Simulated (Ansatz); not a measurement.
Geometry optimisation, DFT PBE, scalar-relativistic, plane waves, PAW (Ansatz 0.2.0).

Input file:

```yaml
accuracy: low
crystal:
  lattice:
    - [9.173579, 0.0, 0.0]
    - [0.0, 6.4867, 0.0]
    - [0.0, 0.0, 18.880184]
  atoms:
    - { symbol: In, position: [0.0, 0.0, 0.0529656] }
    - { symbol: Sb, position: [0.0, 0.25, 0.1744366] }
    - { symbol: In, position: [0.75, 0.5, 0.1744366] }
    - { symbol: Sb, position: [0.25, 0.75, 0.0529656] }
    - { symbol: In, position: [0.25, 0.5, 0.1744366] }
    - { symbol: Sb, position: [0.75, 0.75, 0.0529656] }
    - { symbol: In, position: [0.5, 0.0, 0.0529656] }
    - { symbol: Sb, position: [0.5, 0.25, 0.1744366] }
    - { symbol: In, position: [0.5, 0.0, 0.2959076] }
    - { symbol: Sb, position: [0.5, 0.25, 0.4173786] }
    - { symbol: In, position: [0.25, 0.5, 0.4173786] }
    - { symbol: Sb, position: [0.75, 0.75, 0.2959076] }
    - { symbol: In, position: [0.75, 0.5, 0.4173786] }
    - { symbol: Sb, position: [0.25, 0.75, 0.2959076] }
    - { symbol: In, position: [0.0, 0.0, 0.2959076] }
    - { symbol: Sb, position: [0.0, 0.25, 0.4173786] }
    - { symbol: Sb, position: [0.5077839, 0.4292668, 0.5550891] }
basis:
  ecutwfc: 420.0
kpoints:
  mp_grid: { grid: [2, 2, 1] }
hamiltonian:
  xc: pbe
  pseudopotentials: { kind: paw, azcp: { folder: soft_1 } }
scf:
  occupations: { method: fermi_dirac, width: 0.15 }
  lower_state_search: "off"
relax:
  f_tol: 0.08
  max_steps: 25
  adjacent_minimum: "off"
  constraints: [{ sites: [0, 3, 5, 6] }]
output:
  write_density: true
  write_potential: true
  elf: true
  volumetric_format: npy
```

Command:

```bash
$ ansatz run input.yaml --threads 4 --pin off --max-ram 10240MiB --backend cpu --events-out ev --progress --plain --runs-dir out
```

Question: Where does it end, and by what steps?

Answer: It converged. Limits of this set-up: coarse k mesh, thin slab, slab without dipole correction, a typed lattice constant that wasn't relaxed here, low accuracy level. After 9 steps the energy has fallen by 1.792 eV; Sb17 moved furthest, 1.34 Å.

| step | energy less start (eV) | largest force component (eV/Å) | accepted |
| --- | --- | --- | --- |
| 0 | 0.0000 | 0.875 | yes |
| 1 | -0.4116 | 0.621 | yes |
| 2 | -0.8470 | 0.504 | yes |
| 3 | -1.1556 | 0.346 | yes |
| 4 | -1.3977 | 0.443 | yes |
| 5 | -1.5924 | 0.283 | yes |
| 6 | -1.7070 | 0.211 | yes |
| 7 | -1.7676 | 0.160 | yes |
| 8 | -1.7882 | 0.082 | yes |
| 9 | -1.7918 | 0.035 | yes |

```xyz
17
Lattice="9.1736 0.0000 0.0000 0.0000 6.4867 0.0000 0.0000 0.0000 18.8802" Properties=species:S:1:pos:R:3
In 0.000 0.000 1.000
Sb 0.004 1.862 3.359
In 6.942 3.662 3.564
Sb 2.293 4.865 1.000
In 2.235 3.670 3.568
Sb 6.880 4.865 1.000
In 4.587 0.000 1.000
Sb 4.587 2.011 3.200
In 4.598 0.476 5.615
Sb 4.559 1.341 8.420
In 2.326 3.351 8.054
Sb 6.881 5.237 5.904
In 6.828 3.360 8.067
Sb 2.301 5.246 5.909
In 0.001 0.511 5.960
Sb -0.011 1.782 8.558
Sb 4.584 3.953 9.818
```

Whether the end is a true minimum wasn't checked by a vibrational analysis.

Time of the run: 2.1 min on 4 threads of Arm Neoverse V1, on a shared host, peak memory 3 GiB.
